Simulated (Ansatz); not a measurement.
# GeN₂ (quintet): wave-function methods side by side, cc-pVDZ

The task here is to estimate one member of a computed series from the others.

Computed with Ansatz 0.2.0, Gaussian basis. Level: cc-pVDZ, core rule «outside noble gas», up to 16 orbitals frozen.

Plan: UHF; CCSD(T) on ROHF; CCSD(T) on UHF; BCCD(T) on ROHF; CISD; CCSDT(Q) on ROHF; CCSDT(Q) on UHF.

37 further runs of the same task are left out: 13 for a known fault of the program, 10 that didn't finish, 14 set aside as unsound or not needed.

### The system

The geometry is a PBE0/def2-TZVP stationary point (not a proven minimum) of the parent state, kept for this charge and spin. No spin-orbit coupling is included. The filled d shell of Ge may be among the frozen orbitals whatever the setting's name suggests; the logs give the count.

3 atoms, charge 0, spin multiplicity 5.

Atoms are counted from 1 here; the program's logs count them from 0.

Bond lengths: Ge1–N2 1.961 Å, N2–N3 1.116 Å. Angles: Ge1–N2–N3 180.0°.

Geometry (Å):

```xyz
3
GeN2
Ge    0.0000    0.0000    1.6794
N     0.0000    0.0000   -0.2819
N     0.0000    0.0000   -1.3975
```

Set-up of the first run:

File in.yaml:

```yaml
crystal:
  periodic: [false, false, false]
  atoms:
    - {symbol: Ge, position_ang: [0.000000, 0.000000, 1.679400]}
    - {symbol: N, position_ang: [0.000000, 0.000000, -0.281900]}
    - {symbol: N, position_ang: [0.000000, 0.000000, -1.397500]}
basis:
  gaussian: {orbitals: cc-pVDZ}
magnetization: {spin_polarized: true, initial_magnetization: 4}
hamiltonian: {xc: hf}
output: {orbitals: {seedname: orbitals}}
```

The run is started by

```
> ansatz run in.yaml --threads 1 --pin off --events-out ev --progress --plain --max-ram 2393MiB
```

Among the steps run: UHF; CCSD(T) on ROHF; CCSD(T) on UHF; BCCD(T) on ROHF; CISD; CCSDT(Q) on ROHF; CCSDT(Q) on UHF.

One of the session's tables, all rows but one given; the rest of the session is left out.

It belongs to the step «Misses and costs». 

```
   method  from RCCSDT(Q) (meV)
     RMP2                +647.1
     UMP2                +777.1
    RCCSD                +487.0
    UCCSD                +449.6
 RCCSD(T)                 +79.8
 UCCSD(T)                 +50.7
  BCCD(T)                 +77.6
   RCCSDT                 +62.6
   UCCSDT                 +29.7
RCCSDT(Q)                     0
UCCSDT(Q)                     ?
```

Q: Estimate the row for UCCSDT(Q) from the others.

The run gave: from RCCSDT(Q) (meV): -31.6. In the column «from RCCSDT(Q) (meV)» it is the lowest.

Not comparable, so not listed: CISD (they don't share determinant, frozen orbitals or solution with the rows shown, or repeat one).

Caveats from the session: Left out of the table: ROHF, UHF (another determinant or state than the rows shown). Warnings: coupled cluster took another determinant than the lowest. Restricted and unrestricted rows rest on different reference determinants; where their highest levels disagree by more than a few hundredths of an eV, they describe different states and don't form one ladder.
